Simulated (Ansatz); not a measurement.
# BeTe6Br: the cost of one run

Computed with Ansatz 0.2.0 (DFT PBE, scalar-relativistic, plane waves, PAW, unless a step's input says otherwise).

## Step 1: The system as given

It takes space group Pm-3 (No. 200, cubic). Conventional cell: a = 6.326 Å, b = 6.326 Å, c = 6.326 Å, α = 90.00°, β = 90.00°, γ = 90.00°. Around Be (site symmetry m-3) lie 12 Te at 3.54 Å. Te (site symmetry mm2) is surrounded by 2 Te at 3.16 Å and 2 Br at 3.54 Å and 2 Be at 3.54 Å. Br (site symmetry m-3) has 12 Te at 3.54 Å as nearest neighbours.

Coordinates:

```cif
data_structure
_symmetry_space_group_name_H-M 'P 1'
_symmetry_Int_Tables_number 1
_cell_length_a 6.3262
_cell_length_b 6.3262
_cell_length_c 6.3262
_cell_angle_alpha 90.000
_cell_angle_beta 90.000
_cell_angle_gamma 90.000
_cell_volume 253.18
loop_
_atom_site_label
_atom_site_type_symbol
_atom_site_fract_x
_atom_site_fract_y
_atom_site_fract_z
_atom_site_occupancy
Be1 Be 0.00000 0.00000 0.00000 1
Te1 Te 0.00000 0.50000 0.74990 1
Te2 Te 0.50000 0.25010 0.00000 1
Te3 Te 0.74990 0.00000 0.50000 1
Te4 Te 0.00000 0.50000 0.25010 1
Te5 Te 0.50000 0.74990 0.00000 1
Te6 Te 0.25010 0.00000 0.50000 1
Br1 Br 0.50000 0.50000 0.50000 1
```

The cell is invented: species swapped into a database cell of Nb6GaSn (Pm-3, No. 200), with Te on the Nb sites, Br on the Ga sites and Be on the Sn sites. Lengths come from tabulated atomic sizes and are only a guess.

## Step 2: The guess as it stands, on a coarse mesh

The input, input.yaml:

```yaml
crystal:
  lattice:
    - [6.32621472, 0.0, 0.0]
    - [0.0, 6.32621472, 0.0]
    - [0.0, 0.0, 6.32621472]
  atoms:
    - { symbol: Be, position: [0.0, 0.0, 0.0] }
    - { symbol: Te, position: [0.0, 0.5, 0.74989599] }
    - { symbol: Te, position: [0.5, 0.25010401, 0.0] }
    - { symbol: Te, position: [0.74989599, 0.0, 0.5] }
    - { symbol: Te, position: [0.0, 0.5, 0.25010401] }
    - { symbol: Te, position: [0.5, 0.74989599, 0.0] }
    - { symbol: Te, position: [0.25010401, 0.0, 0.5] }
    - { symbol: Br, position: [0.5, 0.5, 0.5] }
basis:
  ecutwfc: 420
kpoints:
  mp_grid: { grid: [4, 4, 4] }
hamiltonian:
  xc: pbe
scf:
  occupations: { method: gaussian, width: 0.1 }
  lower_state_search: "off"
output:
  forces: true
  stress: true
  eigenvalues: true
```

The run is started by

```bash
> ansatz run input.yaml --threads 1 --pin off --max-ram 2048MiB --backend cpu --events-out ev --progress --plain --runs-dir out
```

Q: Estimate wall time and peak memory on 1 thread of Arm Neoverse V2, shared host.

About 8.4 s, with a peak of 0.51 GiB.
